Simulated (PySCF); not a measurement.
# C18H15OP (triphenylphosphine oxide): the cost of one run

Programs: PySCF 2.14.0, with routines of our own; each step states its level. All values are computed. Atoms count from 0.

## 1. The starting structure

35 atoms, charge 0, multiplicity 1; geometry from: GFN2-xTB.

## 2. NMR shifts: GIAO KT3/pcSseg-1

The job: settings as JSON, then the geometry in Å.

```
{"job": {"kind": "nmr", "xc": "KT3", "basis": "pcSseg-1", "pop": false}, "charge": 0, "multiplicity": 1}
O      0.361227    -0.561398     2.510616
P      0.150856    -0.227731     1.095805
C     -0.521370     1.451708     0.856973
C      0.341351     2.534268     0.768633
C     -0.168545     3.818037     0.690056
C     -1.538955     4.021480     0.709789
C     -2.400408     2.941795     0.819187
C     -1.892548     1.657284     0.897929
C      1.679729    -0.304325     0.109031
C      1.779735     0.185036    -1.186868
C      2.972756     0.063210    -1.874991
C      4.064166    -0.547715    -1.276594
C      3.965143    -1.036726     0.015349
C      2.772605    -0.915699     0.705927
C     -1.007328    -1.357281     0.258764
C     -1.327994    -2.526709     0.932609
C     -2.181239    -3.450454     0.356170
C     -2.712921    -3.205595    -0.898931
C     -2.393350    -2.037587    -1.574344
C     -1.540488    -1.112980    -1.000223
H      1.409520     2.363239     0.766002
H      0.502910     4.660876     0.614837
H     -1.935636     5.024147     0.645943
H     -3.468543     3.100746     0.844897
H     -2.554038     0.806984     0.995842
H      0.932481     0.670315    -1.649122
H      3.055560     0.448064    -2.881171
H      4.994422    -0.638064    -1.818278
H      4.816079    -1.508550     0.484179
H      2.669102    -1.280883     1.717347
H     -0.904225    -2.688171     1.913136
H     -2.432737    -4.357879     0.885306
H     -3.380690    -3.923556    -1.352315
H     -2.813890    -1.847744    -2.551324
H     -1.299595    -0.198609    -1.522628
```

Method: GIAO KT3/pcSseg-1 NMR shielding, non-relativistic, gas phase.

On the command line:

```sh
$ OMP_NUM_THREADS=1 python large_run.py task.json out
```

One launch serves the whole session: the jobs run in the order shown.

**Question.** How long does this job take on 1 thread of Arm Neoverse V1, shared host, and how much memory does it need?

About 48 s, with a peak of 0.6 GiB.
